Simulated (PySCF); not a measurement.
# C5H2F4: magnetic properties

Aim: compute the magnetic properties of C5H2F4 (`FC1=C[C@H]1C(F)=C(F)F`).

Programs: PySCF 2.14.0, with routines of our own; each step states its level. All values are computed. Atoms count from 0.

## Step 1: The starting structure

11 atoms, charge 0, multiplicity 1; geometry from: GFN2-xTB.

## Step 2: Magnetic properties: GIAO B3LYP/pcSseg-1

What the job is given:

```
{"job": {"kind": "mag", "xc": "B3LYP", "basis": "pcSseg-1", "isotopologues": 0}, "charge": 0, "multiplicity": 1}
F      2.065789    -0.032383    -2.039923
C      1.479112     0.451458    -0.977699
C      1.194708     1.433200    -0.186443
C      0.629594     0.059683     0.187819
C     -0.811256    -0.206088    -0.018273
F     -1.400469     0.486332    -1.011516
C     -1.544883    -1.057580     0.691782
F     -2.834226    -1.309802     0.528146
F     -1.043005    -1.778816     1.690368
H      1.221322     2.456144     0.091823
H      1.048738    -0.499478     1.017953
```

Method: GIAO B3LYP/pcSseg-1 magnetisability, rotational g tensor and spin-rotation constants, non-relativistic, gas phase.

The run is started by

```sh
$ OMP_NUM_THREADS=1 python excited_run.py task.json out
```

This one command runs all jobs of the session in turn.

Standard output:

```text
coarse grid: 11016 points
cycle   1  E = -590.7025999661  dE =  1.711e+00  |g| = 8.487e-01  |ddm| = 3.270e+00
cycle   2  E = -590.5200023452  dE =  1.826e-01  |g| = 1.359e+00  |ddm| = 1.488e+00
cycle   3  E = -590.8172308939  dE = -2.972e-01  |g| = 1.128e-01  |ddm| = 9.904e-01
cycle   4  E = -590.8189648926  dE = -1.734e-03  |g| = 6.879e-02  |ddm| = 1.501e-01
cycle   5  E = -590.8197794655  dE = -8.146e-04  |g| = 1.520e-02  |ddm| = 6.096e-02
cycle   6  E = -590.8198144973  dE = -3.503e-05  |g| = 7.582e-03  |ddm| = 1.613e-02
cycle   7  E = -590.8198272987  dE = -1.280e-05  |g| = 1.424e-03  |ddm| = 6.549e-03
cycle   8  E = -590.8198276606  dE = -3.619e-07  |g| = 3.364e-04  |ddm| = 1.449e-03
final grid: 113200 points
cycle   9  E = -590.9043364237  dE = -3.808e-05  |g| = 7.257e-03  |ddm| = 2.372e-02
cycle  10  E = -590.9043228623  dE =  1.356e-05  |g| = 1.177e-02  |ddm| = 1.361e-02
cycle  11  E = -590.9043450074  dE = -2.215e-05  |g| = 8.838e-04  |ddm| = 8.660e-03
cycle  12  E = -590.9043451600  dE = -1.526e-07  |g| = 2.737e-04  |ddm| = 1.030e-03
cycle  13  E = -590.9043451717  dE = -1.171e-08  |g| = 1.332e-04  |ddm| = 2.826e-04
cycle  14  E = -590.9043451758  dE = -4.119e-09  |g| = 2.640e-05  |ddm| = 1.349e-04
cycle  15  E = -590.9043451760  dE = -1.362e-10  |g| = 1.178e-05  |ddm| = 2.907e-05
converged SCF energy = -590.9043451760

Magnetisability tensor (1e-30 J/T^2)
    -1025.81       32.50      -59.14
       32.50    -1005.89      -18.67
      -59.14      -18.67    -1015.49
isotropic -1015.73   principal values   -1081.97  -1023.95   -941.26
isotropic susceptibility -61.169 1e-6 cm^3/mol

Inertial axes            a          b          c
rot. const./GHz      3.2907     0.8908     0.8151
chi total           -57.189    -64.516    -61.800
chi diamagnetic    -414.604  -1266.342  -1369.218
chi paramagnetic    357.414   1201.826   1307.418
quadrupole/D A       -2.728     -2.081      4.809
g nuclear            0.5103     0.4944     0.4902
g electronic        -0.5525    -0.5029    -0.5006
g total             -0.0423    -0.0085    -0.0104

Spin-rotation constants (kHz, H = +C I.J)
atom  isotope        aa         bb         cc
  0    19F        3.855      0.046      1.254
  5    19F        2.377      0.898      0.082
  7    19F        3.731      1.138      0.851
  8    19F        3.002      0.796      0.932
  9     1H       -0.285     -0.098      0.034
 10     1H       -0.288      0.022     -0.092
  1    13C*       1.765      0.262      0.192
  2    13C*       1.087      0.139      0.177
  3    13C*       0.735      0.092      0.144
  4    13C*       1.236      0.334      0.201
  6    13C*       1.220      0.422      0.238
* in the singly substituted isotopologue
```

It took 16 s on 1 thread of AMD EPYC 9R14, shared host; peak memory 0.74 GiB.

In short:

```
              quantity                      value
       magnetisability           -1016·10⁻³⁰ J/T²
  molar susceptibility         -61.2·10⁻⁶ cm³/mol
rotational g (a, b, c)  -0.0423, -0.0085, -0.0104
```

## Step 3: What came out

```
                                            quantity                      value
       magnetisability (step 2, GIAO B3LYP/pcSseg-1)           -1016·10⁻³⁰ J/T²
  molar susceptibility (step 2, GIAO B3LYP/pcSseg-1)         -61.2·10⁻⁶ cm³/mol
rotational g (a, b, c) (step 2, GIAO B3LYP/pcSseg-1)  -0.0423, -0.0085, -0.0104
```

In words: The values above hold for this geometry and these levels alone. Vibrational averaging and real surroundings are missing from these values.
